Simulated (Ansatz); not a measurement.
# WSe2: the cost of one run

Computed with Ansatz 0.2.0 (DFT PBEsol, scalar-relativistic, plane waves, PAW, and further levels as typed in the inputs, unless a step's input says otherwise).

## Step 1: The system as given

It takes space group P-6m2 (No. 187, hexagonal). The conventional cell has a = 3.282 Å, b = 3.282 Å, c = 18.000 Å, α = 90.00°, β = 90.00°, γ = 120.00°. W (site symmetry -6m2) has 6 Se at 2.53 Å as nearest neighbours. Around Se (site symmetry 3m) lie 3 W at 2.53 Å.

Coordinates:

```
W Se
1.0
     3.28200    0.00000    0.00000
    -1.64100    2.84230    0.00000
     0.00000    0.00000   18.00000
W Se
1 2
Direct
  0.00000 0.00000 0.50000
  0.33333 0.66667 0.59333
  0.33333 0.66667 0.40667
```

## Step 2: Relaxing the atoms: WSe2 sheet, no spin

input.yaml

```yaml
crystal:
  lattice:
    - [3.282, 0.0, 0.0]
    - [-1.641, 2.8422953752, 0.0]
    - [0.0, 0.0, 18.0]
  atoms:
    - { symbol: W, position: [0.0, 0.0, 0.5] }
    - { symbol: Se, position: [0.333333, 0.666667, 0.593333] }
    - { symbol: Se, position: [0.333333, 0.666667, 0.406667] }
scf:
  occupations: { method: gaussian, width: 0.05 }
output:
  forces: true
  stress: false
hamiltonian:
  xc: pbesol
kpoints:
  mp_grid: { grid: [12, 12, 1] }
relax:
  f_tol: 0.003
```

Run with:

```console
$ ansatz run input.yaml --threads 8 --pin off --max-ram 20480MiB --backend cpu --events-out ev --progress --plain --runs-dir out
```

**Question.** How long does this run take on 8 threads of Intel Xeon 6975P-C (Granite Rapids), shared host, and how much memory does it need?

About 2 s, with a peak of 0.64 GiB.
